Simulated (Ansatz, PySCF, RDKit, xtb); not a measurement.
**C5H6O3S: which of the isomers drawn lies lowest?**

Which of a sample of isomers of C5H6O3S is the most stable in the gas at 298.15 K, and what are its properties? The sample is small against all isomers, and the most stable one of this formula need not be in it.

Plan: many cheap relaxations first (GFN2-xTB), then density-functional screening, relaxation at PBE0-D3(BJ)/def2-SVP, vibrations (at GFN2-xTB) and a final energy. The numbers are computed, not measured.

## 1. Drawing up candidates

Isomers were taken from a list of plausible structures; this is a sample, not all of them. That gives 3 candidates.

```
label               SMILES     spin
 c196  O=S1(=O)C=CC=C(O)C1  singlet
 c565  O=S1(=O)C=CCC(O)=C1  singlet
 c615  O=C1CC=CS(=O)(=O)C1  singlet
```

Candidates are built by distance geometry, with a force field where one applies, in up to four conformers (letters a to d).

**Question.** With final energies at CCSD(T)/def2-SVP + MP2/def2-TZVPP - MP2/def2-SVP, which structure will this search put lowest in free energy, and by what margin?

| quantity | value |
| --- | --- |
| lowest structure found | O=C1CC=CS(=O)(=O)C1, singlet |
| next finalist | O=S1(=O)C=CC=C(O)C1, singlet, 6.2 kcal/mol higher in G |
| share at equilibrium, among the finalists | 100.0 % |
| dipole moment (PBE0/def2-SVPD) | 5.61 D |
| HOMO energy (PBE0/def2-SVPD) | -8.20 eV |
| LUMO energy (PBE0/def2-SVPD) | -1.81 eV |
| HOMO–LUMO gap (PBE0/def2-SVPD) | 6.39 eV |
| lowest excitation (TD-PBE0/def2-SVPD) | 4.26 eV (f = 0.001) |
| strongest of the states computed, same level | 6.47 eV (f = 0.093) |
| lowest triplet excitation, same level, Tamm-Dancoff | 3.65 eV |
| vertical ionisation energy | 10.11 eV |
| vertical electron affinity | 0.04 eV |
| vertical triplet less singlet | +3.63 eV |

The lowest structure found is `O=C1CC=CS(=O)(=O)C1`. The margin of 6.2 kcal/mol over the next finalist is beyond the usual error of the last level; it says nothing of structures that weren't ranked. GFN2-xTB, HF/STO-3G, r2SCAN-D4/def2-SVP, PBE0-D3(BJ)/def2-SVP, HF/def2-SVP and MP2/def2-SVP already put its bonding pattern lowest among the structures in one piece. The search is not exhaustive (a finite list of starts, one conformer a finalist), so a lower isomer can't be ruled out. Only 3 drawn patterns were tried, so whole families of isomers are missing, and the result ranks this sample alone. The lowest isomer need not be the one that is made and kept in a bottle, which depends on barriers.
